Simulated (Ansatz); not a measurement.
# SnGe2Se3: a trial structure relaxed

Aim: relax a trial structure of SnGe2Se3 and see where it ends.

Computed with Ansatz 0.2.0 (DFT PBE, scalar-relativistic, plane waves, PAW, unless a step's input says otherwise).

## Step 1: Starting point

It takes space group I4/mmm (No. 139, tetragonal). The conventional cell has a = 4.148 Å, b = 4.148 Å, c = 17.599 Å, α = 90.00°, β = 90.00°, γ = 90.00°. Sn (site symmetry 4/mmm) has 6 Se at 2.93 Å as nearest neighbours. Ge (site symmetry 4mm) has 6 Se at 2.93 Å as nearest neighbours. Around Se (site symmetry 4mm) lie 5 Ge at 2.93 Å and 1 Sn at 2.93 Å. Se (site symmetry 4/mmm) has 4 Sn at 2.93 Å and 2 Ge at 2.93 Å as nearest neighbours.

Coordinates:

```
CELL_PARAMETERS angstrom
-2.07405 2.07405 8.79944
2.07405 -2.07405 8.79944
2.07405 2.07405 -8.79944
ATOMIC_POSITIONS crystal
Sn 0.50000 0.50000 0.00000
Ge 0.83333 0.83333 0.00000
Ge 0.16667 0.16667 0.00000
Se 0.66667 0.66667 0.00000
Se 0.00000 0.00000 0.00000
Se 0.33333 0.33333 0.00000
```

The start is an ordering of an alloy on its end members' structure types: elements ordered on the sites of the SnSe type, Ge/Sn on Sn (I4/mmm, No. 139).

## Step 2: The guess as it stands, on a coarse mesh

File input.yaml:

```yaml
crystal:
  lattice:
    - [-2.07404793, 2.07404793, 8.79944012]
    - [2.07404793, -2.07404793, 8.79944012]
    - [2.07404793, 2.07404793, -8.79944012]
  atoms:
    - { symbol: Sn, position: [0.5, 0.5, 0.0] }
    - { symbol: Ge, position: [0.83333333, 0.83333333, 0.0] }
    - { symbol: Ge, position: [0.16666667, 0.16666667, 0.0] }
    - { symbol: Se, position: [0.66666667, 0.66666667, 0.0] }
    - { symbol: Se, position: [0.0, 0.0, 0.0] }
    - { symbol: Se, position: [0.33333333, 0.33333333, 0.0] }
basis:
  ecutwfc: 420
kpoints:
  mp_grid: { grid: [6, 6, 6] }
hamiltonian:
  xc: pbe
scf:
  occupations: { method: gaussian, width: 0.1 }
  lower_state_search: "off"
output:
  forces: true
  stress: true
  eigenvalues: true
```

Launch:

```sh
ansatz run input.yaml --threads 1 --pin off --max-ram 2560MiB --backend cpu --events-out ev --progress --plain --runs-dir out
```

The session goes on with these runs: a loose first relaxation; full relaxation.

Q: Predict the outcome of this session. Wanted: conventional cell; volume; energy over the elements, grey Sn; gap on the mesh.

As calculated:

```
                              quantity                                                                       value
symmetry at the end (tolerance 0.02 Å)                                                space group I4/mmm (No. 139)
                     conventional cell  a = 4.113 Å, b = 4.113 Å, c = 17.446 Å, α = 90.00°, β = 90.00°, γ = 90.00°
                                volume                                                               24.59 Å³/atom
     energy over the elements, grey Sn                                                               -0.27 eV/atom
                       gap on the mesh                                                                     0.14 eV
```

What this shows: The space group I4/mmm (No. 139) is kept, and the volume per atom shrinks by 2.6 % from the first guess. It lies below the elements, which doesn't yet make it stable: competing phases were not computed in this session. No finished test with a distortion of lower symmetry is shown, so the end may be a saddle point.

Spin-orbit coupling is left out, though the cell holds Sn; it can move the gap.
